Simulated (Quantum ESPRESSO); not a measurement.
**CuF3 in Quantum ESPRESSO: the effect of Hubbard term**

Crystal: CuF3.

```xyz
4
Lattice="3.7648 0.0000 0.0000 0.0000 3.7648 0.0000 0.0000 0.0000 3.7648" Properties=species:S:1:pos:R:3 pbc="T T T"
Cu    0.0000    0.0000    0.0000
F     1.8824    0.0000    0.0000
F     0.0000    0.0000    1.8824
F     0.0000    1.8824    0.0000
```

The cell comes from a database or a generator and needn't be the stable form of this composition.

Alike in all runs:

```yaml
Program: Quantum ESPRESSO 7.5
Task: single point
Functional: PBE
Potentials_or_basis: GBRV 1.5 PBE
Cutoff: 762 eV
Density_cutoff: 6095 eV
k_mesh: 5 × 5 × 5
Occupations: gaussian, width 0.05 eV
Spin: collinear spin, ferromagnetic start
Starting_moments: "[2.0, 0.0, 0.0, 0.0] μB"
Hubbard_projectors: ortho-atomic
Double: 5
Start_of_the_occupations: atomic
Moments_locked: none
Magnetic_state_asked_for: free
Formal_shell_electrons: 1 d8
```

```tsv
Hubbard term	pressure (GPa)	moment (μB)
Cu d U = 1 eV	2.8	0.40
Cu d U = 2 eV	3.8	0.91
Cu d U = 3 eV	3.1	0.91
Cu d U = 4 eV	4.0	0.91
Cu d U = 5 eV	4.1	1.01
Cu d U = 6 eV	3.9	1.17
Cu d U = 8 eV	?	?
```

What does the run with Hubbard term Cu d U = 8 eV give?

Pressure 6.2 GPa; moment 2.00 μB.

Worked out: The pressure follows no smooth curve through the other rows. The moment follows no smooth curve through the other rows.

Caveats: a cell with one magnetic atom can't hold antiferromagnetic order, which such compounds often take (some runs).
